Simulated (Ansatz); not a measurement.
# HSe+ (singlet): from Hartree-Fock to the top rungs at distance Se1–H2 = 1.813 Å, aug-cc-pVDZ

How much of the correlation energy of HSe+ (singlet) does each wave-function method recover here?

The runs use Ansatz 0.2.0, Gaussian basis; aug-cc-pVDZ, core rule «outside noble gas», up to 14 orbitals frozen.

Plan: UHF; CCSD(T) on RHF; CCSD(T) on UHF; BCCD(T) on RHF; CISD; CCSDT(Q) on RHF; CCSDT(Q) on UHF; CASSCF and MRCISD+Q, 2 electrons in 2 orbitals; CASSCF and NEVPT2, 2 electrons in 2 orbitals; CASSCF and MRCISD+Q, 6 electrons in 5 orbitals; CASSCF and NEVPT2, 6 electrons in 5 orbitals; Full CI.

19 further runs of the same task are left out: 1 for a mislabelled method, 14 that didn't finish, 4 set aside as unsound or not needed.

**1. The geometry**

The geometry derives from a PBE0/def2-TZVP stationary point (not a proven minimum). One bond is set to the value named and the two fragments are kept rigid. No spin-orbit coupling is included. The filled d shell of Se may be among the frozen orbitals whatever the setting's name suggests; the logs give the count.

2 atoms, charge 1, spin multiplicity 1.

Atoms are counted from 1 here; the program's logs count them from 0.

No contacts short enough for the rule that draws bonds.

**2. UHF**

Input file in.yaml:

```yaml
crystal:
  periodic: [false, false, false]
  atoms:
    - {symbol: Se, position_ang: [0.000000, 0.000000, 0.000000]}
    - {symbol: H, position_ang: [0.000000, 0.000000, 1.813000]}
basis:
  gaussian: {orbitals: aug-cc-pVDZ}
total_charge: 1
magnetization: {spin_polarized: true, initial_magnetization: 0}
hamiltonian: {xc: hf}
output: {orbitals: {seedname: orbitals}}
```

Launch:

```bash
ansatz run in.yaml --threads 1 --pin off --events-out ev --progress --plain --max-ram 2393MiB
```

The runs that follow: CCSD(T) on RHF; CCSD(T) on UHF; BCCD(T) on RHF; CISD; CCSDT(Q) on RHF; CCSDT(Q) on UHF; CASSCF and MRCISD+Q, 2 electrons in 2 orbitals; CASSCF and NEVPT2, 2 electrons in 2 orbitals; CASSCF and MRCISD+Q, 6 electrons in 5 orbitals; CASSCF and NEVPT2, 6 electrons in 5 orbitals; Full CI.

Before running them: what should the planned runs give, taken together? Wanted: FCI below the RHF energy; RMP2 from FCI; RCCSD from FCI; RCCSD(T) from FCI; RCCSDT(Q) from FCI; NEVPT2 valence from FCI; MRCISD+Q valence from FCI; T1 diagnostic; effectively unpaired electrons.

The runs gave:

| quantity | value |
| --- | --- |
| FCI below the RHF energy | -3.8862 eV |
| RMP2 from FCI | +123.3 kJ/mol |
| RCCSD from FCI | +35.1 kJ/mol |
| RCCSD(T) from FCI | +16.1 kJ/mol |
| RCCSDT(Q) from FCI | -0.3 kJ/mol |
| NEVPT2 valence from FCI | +52.2 kJ/mol |
| MRCISD+Q valence from FCI | -2.4 kJ/mol |
| levels within 1 kcal/mol (43 meV) | RCCSDT, RCCSDT(Q), MRCISD+Q valence |
| T1 diagnostic | 0.013 |
| effectively unpaired electrons | 2.06 |

**Reading.** RCCSD(T) misses by +16.1 kJ/mol, 4.3 % of the correlation energy. RCCSDT(Q), MRCISD+Q valence fall below full CI, which methods that aren't variational can do. The occupations show strong static correlation (2.1 unpaired electrons where one determinant has 0). Of the multireference levels listed MRCISD+Q valence comes nearest in total energy (-2.4 kJ/mol), which doesn't show that its space is the better one. These misses are within one basis, not against nature.
